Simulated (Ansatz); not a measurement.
# H₄O₃SeTi: up Jacob's ladder to CCSD(T)

An exercise on one series of results from a longer session: the logs are not shown, and one member is left open.

The runs use Ansatz 0.2.0, Gaussian basis; functionals in def2-TZVPP, the program's frozen cores in correlated methods.

The runs, in order: LDA (SPW92), PBE-D4, revPBE-D4, BLYP-D4, r2SCAN-D4, B97M-V, PBE0-D4, B3LYP-D4, r2SCANh-D4, r2SCAN0-D4, HSE06-D4, BHLYP-D4, CAM-B3LYP-D4, LC-ωPBE, ωB97X-V, ωB97M-V, B2PLYP, PBE-QIDH; CCSD(T)/def2-SVP; CCSD(T)/def2-TZVPP; MP2/def2-QZVPP; extrapolation to the limit; RPA on PBE.

### Structure used throughout

The geometry comes from an earlier relaxation with PBE0-D4 in a triple-zeta def2 set; it is a stationary point, not always the lowest conformer.

SMILES `[OH][Ti]([OH])([OH])[SeH]`, 9 atoms, charge 0, spin multiplicity 1.

Atoms are counted from 1 here; the program's logs count them from 0.

Bond lengths: O1–Ti2 1.791 Å, O1–H6 0.958 Å, Ti2–O3 1.785 Å, Ti2–O4 1.782 Å, Ti2–Se5 2.451 Å, O3–H7 0.958 Å, O4–H8 0.957 Å, Se5–H9 1.472 Å. Angles: Ti2–O1–H6 130.8°, O1–Ti2–O3 111.5°, O1–Ti2–O4 110.2°, O1–Ti2–Se5 110.6°, O3–Ti2–O4 112.3°, O3–Ti2–Se5 104.2°, O4–Ti2–Se5 107.8°, Ti2–O3–H7 132.5°, Ti2–O4–H8 136.3°, Ti2–Se5–H9 91.1°.

As a file:

```xyz
9
charge 0, multiplicity 1
O    -0.2251    1.1967   -1.4182
Ti    0.2592    0.0385   -0.1411
O     2.0252   -0.2245   -0.1311
O    -0.6508   -1.4835   -0.3120
Se   -0.2231    0.9525    2.0811
H    -0.9639    1.1838   -2.0285
H     2.5623   -1.0052    0.0115
H    -1.1283   -2.0731    0.2715
H    -1.5670    1.3686    1.6495
```

The first run:

in.yaml

```yaml
crystal:
  periodic: [false, false, false]
  atoms:
    - {symbol: O, position_ang: [-0.225133, 1.196671, -1.418167]}
    - {symbol: Ti, position_ang: [0.259223, 0.038521, -0.141137]}
    - {symbol: O, position_ang: [2.025198, -0.224538, -0.131074]}
    - {symbol: O, position_ang: [-0.650841, -1.483472, -0.311962]}
    - {symbol: Se, position_ang: [-0.223114, 0.952537, 2.081129]}
    - {symbol: H, position_ang: [-0.963933, 1.183777, -2.028506]}
    - {symbol: H, position_ang: [2.562304, -1.005249, 0.011544]}
    - {symbol: H, position_ang: [-1.128332, -2.073079, 0.271527]}
    - {symbol: H, position_ang: [-1.566970, 1.368631, 1.649546]}
basis:
  gaussian: {orbitals: def2-TZVPP}
hamiltonian: {xc: lda}
output: {orbitals: {seedname: orbitals}}
```

Run with:

```console
$ ansatz run in.yaml --threads 4 --pin off --events-out ev --progress --plain --max-ram 11315MiB
```

Among the steps run: LDA; PBE-D4 (GGA); revPBE-D4 (GGA); BLYP-D4 (GGA); r2SCAN-D4 (meta-GGA); B97M-V (meta-GGA); B3LYP-D4 (hybrid); r2SCANh-D4 (hybrid); r2SCAN0-D4 (hybrid); HSE06-D4 (hybrid); BHLYP-D4 (hybrid); CAM-B3LYP-D4 (range-separated); LC-ωPBE (range-separated); ωB97X-V (range-separated); ωB97M-V (range-separated); B2PLYP (double hybrid); PBE-QIDH (double hybrid).

One table of the session follows, with a row left open; its other results are not shown here.

It belongs to the step «Frontier levels by functional». 

| functional | HOMO (eV) | LUMO (eV) | gap (eV) |
| --- | --- | --- | --- |
| LDA (SPW92) | -5.91 | -3.06 | 2.85 |
| PBE-D4 | ? | ? | ? |
| revPBE-D4 | -5.67 | -2.75 | 2.92 |
| BLYP-D4 | -5.58 | -2.73 | 2.84 |
| r2SCAN-D4 | -6.01 | -2.75 | 3.25 |
| B97M-V | -6.04 | -2.74 | 3.30 |
| PBE0-D4 | -6.86 | -1.87 | 4.99 |
| B3LYP-D4 | -6.63 | -2.15 | 4.48 |
| r2SCANh-D4 | -6.42 | -2.38 | 4.04 |
| r2SCAN0-D4 | -7.05 | -1.81 | 5.24 |
| HSE06-D4 | -6.47 | -2.25 | 4.21 |
| BHLYP-D4 | -7.85 | -0.74 | 7.11 |
| CAM-B3LYP-D4 | -8.10 | -0.79 | 7.31 |
| LC-ωPBE | -9.40 | 0.34 | 9.74 |
| ωB97X-V | -9.08 | 0.32 | 9.40 |
| ωB97M-V | -8.96 | 0.30 | 9.26 |

**Question.** Estimate the row for PBE-D4.

**Answer.** HOMO (eV): -5.74; LUMO (eV): -2.83; gap (eV): 2.91. In the column «HOMO (eV)» it lies between LDA (SPW92) (-5.91) and revPBE-D4 (-5.67).
